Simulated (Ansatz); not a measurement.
## CsLiCr2Te2S3: band structure with BLYP

Crystal: CsLiCr2Te2S3.

```
CELL_PARAMETERS angstrom
3.42162 -5.18069 0.00784
3.42162 5.18069 0.00784
-2.90411 0.00000 7.43093
ATOMIC_POSITIONS crystal
Cs 0.09374 0.09374 0.00853
Li 0.58875 0.58875 0.55336
Cr 0.05646 0.46755 0.55790
Cr 0.46755 0.05646 0.55790
Te 0.56486 0.87357 0.29035
Te 0.87357 0.56486 0.29035
S 0.81151 0.39697 0.73347
S 0.39697 0.81151 0.73347
S 0.21404 0.21404 0.48371
```

The cell was built by a generator and needn't be a form met in nature.

| Property | Result |
| --- | --- |
| Program | Ansatz 0.2.0 |
| Task | band structure |
| Functional | BLYP |
| Potentials or basis | Ansatz PAW |
| Cutoff | 420 eV (not typed: the program's choice for these potentials) |
| k mesh | 5 × 5 × 4 |
| Occupations | fermi-dirac, width 0.05 eV |
| Spin | collinear spin, ferromagnetic start |
| Starting moments | [0.0, 0.0, 3.0, 3.0, 0.0, 0.0, 0.0, 0.0, 0.0] μB |
| Path | [["G", "Y", "F", "H", "Z", "I", "F1"], ["H1", "Y1", "X", "G", "N"], ["M", "G"]] |
| Points for each segment of the path | 10 |

```
Pressure               : 2.2 GPa
Largest force          : 0.247 eV/Å
Band gap on the k mesh : none (metal or under the smearing width)
Net moment             : 4.01 μB per cell
Absolute moment        : 5.47 μB per cell
Site moments           : Cs +0.00; Li +0.00; Cr +1.97; Te -0.12; S -0.04 μB
```

Forces on the atoms (eV/Å):
```
Cs   0.016  0.000 -0.039
Li  -0.029  0.000  0.037
Cr   0.006  0.033 -0.006
Cr   0.006 -0.033 -0.006
Te  -0.056  0.043 -0.193
Te  -0.056 -0.043 -0.193
S    0.040  0.075  0.232
S    0.040 -0.075  0.232
S    0.034  0.000 -0.062
```

Stress tensor (GPa, compression positive):
```
2.52 0.00 0.18
0.00 2.31 0.00
0.18 0.00 1.86
```

Levels at the corners of the path, in eV from the Fermi level:
Spin up:
| point | band 43 | band 44 | band 45 | band 46 | band 47 | band 48 | band 49 | band 50 | band 51 | band 52 |
| --- | --- | --- | --- | --- | --- | --- | --- | --- | --- | --- |
| Γ | -1.11 | -1.07 | -0.76 | -0.39 | -0.35 | -0.22 | 0.24 | 0.77 | 1.10 | 1.68 |
| Y | -1.16 | -0.92 | -0.50 | -0.40 | -0.02 | 0.27 | 0.75 | 0.84 | 1.00 | 1.22 |
| F | -0.94 | -0.93 | -0.40 | -0.37 | 0.04 | 0.19 | 0.65 | 0.65 | 0.82 | 1.18 |
| H | -1.35 | -0.93 | -0.62 | -0.39 | -0.05 | 0.17 | 0.77 | 0.84 | 0.97 | 1.23 |
| Z | -1.14 | -1.06 | -0.76 | -0.37 | -0.34 | -0.13 | 0.15 | 0.67 | 0.71 | 1.67 |
| I | -0.95 | -0.66 | -0.46 | -0.43 | 0.06 | 0.23 | 0.63 | 0.69 | 0.75 | 1.09 |
| F1 | -0.94 | -0.93 | -0.40 | -0.37 | 0.04 | 0.19 | 0.65 | 0.65 | 0.82 | 1.18 |
| H1 | -1.35 | -0.93 | -0.62 | -0.39 | -0.05 | 0.17 | 0.77 | 0.84 | 0.97 | 1.23 |
| Y1 | -1.16 | -0.92 | -0.50 | -0.40 | -0.02 | 0.27 | 0.75 | 0.84 | 1.00 | 1.22 |
| X | -0.91 | -0.71 | -0.60 | -0.44 | -0.03 | 0.45 | 0.63 | 0.90 | 1.02 | 1.08 |
| Γ | -1.11 | -1.07 | -0.76 | -0.39 | -0.35 | -0.22 | 0.24 | 0.77 | 1.10 | 1.68 |
| N | -1.27 | -0.99 | -0.80 | -0.25 | -0.04 | 0.32 | 0.52 | 0.84 | 0.88 | 1.21 |
| M | -1.19 | -0.98 | -0.94 | -0.28 | -0.13 | 0.21 | 0.58 | 0.90 | 0.95 | 1.06 |
| Γ | -1.11 | -1.07 | -0.76 | -0.39 | -0.35 | -0.22 | 0.24 | 0.77 | 1.10 | 1.68 |
Spin down:
```csv
point,band 39,band 40,band 41,band 42,band 43,band 44,band 45,band 46,band 47,band 48
Γ,-2.17,-1.94,-1.73,-0.70,-0.57,0.60,0.79,0.98,1.01,1.41
Y,-1.87,-1.85,-1.41,-1.05,-0.24,0.70,0.85,1.17,1.21,1.38
F,-2.16,-2.03,-1.37,-0.87,-0.19,0.79,0.88,1.17,1.20,1.34
H,-1.98,-1.80,-1.37,-1.24,-0.33,0.70,0.85,1.09,1.15,1.46
Z,-2.34,-2.16,-1.70,-0.67,-0.62,0.62,0.74,1.04,1.10,1.33
I,-2.41,-2.04,-1.32,-0.74,-0.15,0.83,0.87,1.05,1.18,1.37
F1,-2.16,-2.03,-1.37,-0.87,-0.19,0.79,0.88,1.17,1.20,1.34
H1,-1.98,-1.80,-1.37,-1.24,-0.33,0.70,0.85,1.09,1.15,1.46
Y1,-1.87,-1.85,-1.41,-1.05,-0.24,0.70,0.85,1.17,1.21,1.38
X,-2.15,-1.82,-1.39,-0.76,-0.21,0.76,0.89,1.08,1.29,1.30
Γ,-2.17,-1.94,-1.73,-0.70,-0.57,0.60,0.79,0.98,1.01,1.41
N,-2.20,-1.71,-1.41,-1.04,-0.22,0.59,0.72,1.02,1.28,1.40
M,-2.30,-1.77,-1.44,-1.05,-0.35,0.60,0.70,1.06,1.25,1.42
Γ,-2.17,-1.94,-1.73,-0.70,-0.57,0.60,0.79,0.98,1.01,1.41
```

Run time: 58 s on 8 threads of Arm Neoverse V2, with other jobs on the host, peak memory 2.4 GiB.

Caveat: spin-orbit coupling is left out, which moves the levels of the heavy elements; only a ferromagnetic start was run, and an antiferromagnetic order may lie lower in energy; the PAW data sets come from PBE, with cores solved anew for the run's functional, which leaves a small shift of forces and pressure. With open d or f shells a metallic result of BLYP can be an artefact of self-interaction; +U or a hybrid may open a gap.
